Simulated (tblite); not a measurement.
# C9H12Si: the cost of one run

Computed with tblite 0.8.0 and PySCF 2.14.0, with density-fitted response routines of our own, on a single molecule, in the gas phase or a continuum. Atoms count from 0, in the outputs and in this text.

**1. The molecule as given**

22 atoms, charge 0, multiplicity 1; geometry from: force field or distance geometry start.

Bonds of the start (Å): C0–C1 1.39, C1–C2 1.38, C2–C3 1.43, C3–C4 1.60, C4–C5 1.57, C5–Si6 1.89, Si6–C7 1.89, C3–C8 1.40, C8–C9 1.39, C9–C0 1.40, C7–C4 1.57, C0–H10 1.07, C1–H11 1.10, C2–H12 1.09, C4–H13 1.11, C5–H14 1.10, C5–H15 1.10, Si6–H16 1.48, Si6–H17 1.49, C7–H18 1.09, C7–H19 1.09, C8–H20 1.10, C9–H21 1.09.

**2. Geometry optimisation with GFN2-xTB**

What the job is given:

```
{"job": {"kind": "relax", "xc": "GFN2-xTB", "basis": "xTB"}, "charge": 0, "multiplicity": 1}
C      3.380700    -0.215900     0.150000
C      2.471200    -1.254000     0.331900
C      1.109600    -1.029800     0.252200
C      0.572500     0.257100    -0.044400
C     -1.002400     0.523100    -0.136500
C     -1.887700     0.114100     1.097800
Si    -3.336100    -0.126600    -0.085100
C     -1.803700    -0.357100    -1.166100
C      1.518500     1.279400    -0.221400
C      2.886700     1.059000    -0.127400
H      4.438600    -0.391600     0.220500
H      2.839300    -2.260300     0.564700
H      0.415000    -1.860200     0.412400
H     -1.143200     1.596500    -0.376400
H     -2.016500     0.908300     1.851600
H     -1.589100    -0.812300     1.610200
H     -4.089500     1.120900    -0.364000
H     -4.139400    -1.363400     0.150800
H     -1.496300    -1.404700    -1.228000
H     -1.879200     0.055900    -2.172000
H      1.157600     2.294700    -0.440600
H      3.582900     1.886300    -0.281000
```

The run is started by

```bash
$ OMP_NUM_THREADS=1 python probes_run.py task.json out
```

One launch serves the whole session: the jobs run in the order shown.

Q: Estimate the wall time and peak memory of this first job on 1 thread of Arm Neoverse N1, shared host.

About 1.4 s, with a peak of 0.18 GiB.
